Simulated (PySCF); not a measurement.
# C3H9ClGeO3 (GeCl(OMe)3): the cost of one run

The runs use PySCF 2.14.0, with density-fitted response routines of our own; the level of theory stands in each step. All values are computed, except where a source is named. Atoms count from 0, in the outputs and in this text.

**1. Starting geometry**

17 atoms, charge 0, multiplicity 1; geometry from: GFN2-xTB. The atoms were then displaced at random by about 0.03 Å, so the start is not that level's minimum.

Bonds of the start (Å): Ge0–Cl1 2.11, Ge0–O2 1.64, Ge0–O7 1.84, Ge0–O12 1.76, O2–C3 1.52, C3–H4 1.06, C3–H5 1.00, C3–H6 1.12, O7–C8 1.42, C8–H9 1.06, C8–H10 1.11, C8–H11 1.12, O12–C13 1.40, C13–H14 1.07, C13–H15 1.05, C13–H16 1.09.

**2. Geometry optimisation at PBE0-D3(BJ)/def2-SVP**

What the job is given:

```
{"job": {"xc": "PBE0", "basis": "def2-SVP", "d3": "d3bj", "grid": 1, "maxiter": 40, "shake": 0.03, "kind": "geom"}, "charge": 0, "multiplicity": 1}
Ge     0.062630    -0.080710     0.291180
Cl    -0.024400    -0.006250     2.396300
O      1.573450    -0.096700    -0.350640
C      2.657810    -1.145710    -0.141600
H      2.793970    -1.294420     0.894660
H      3.444090    -0.859510    -0.690910
H      2.194060    -2.098650    -0.518650
O     -0.694400     1.460580    -0.360920
C     -0.289800     2.794760    -0.110490
H     -0.302640     3.054460     0.915860
H     -1.006170     3.400900    -0.696320
H      0.740670     2.909090    -0.544830
O     -0.965430    -1.347020    -0.360980
C     -2.323340    -1.617080    -0.172800
H     -2.561210    -1.787910     0.855250
H     -2.471380    -2.506140    -0.717690
H     -2.856440    -0.780300    -0.627170
```

Started as:

```console
OMP_NUM_THREADS=1 python probes_run.py task.json out
```

This one command runs all jobs of the session in turn.

Q: Estimate the wall time and peak memory of this first job on 1 thread of Arm Neoverse V2, shared host.

About 2.2 min, with a peak of 0.76 GiB.
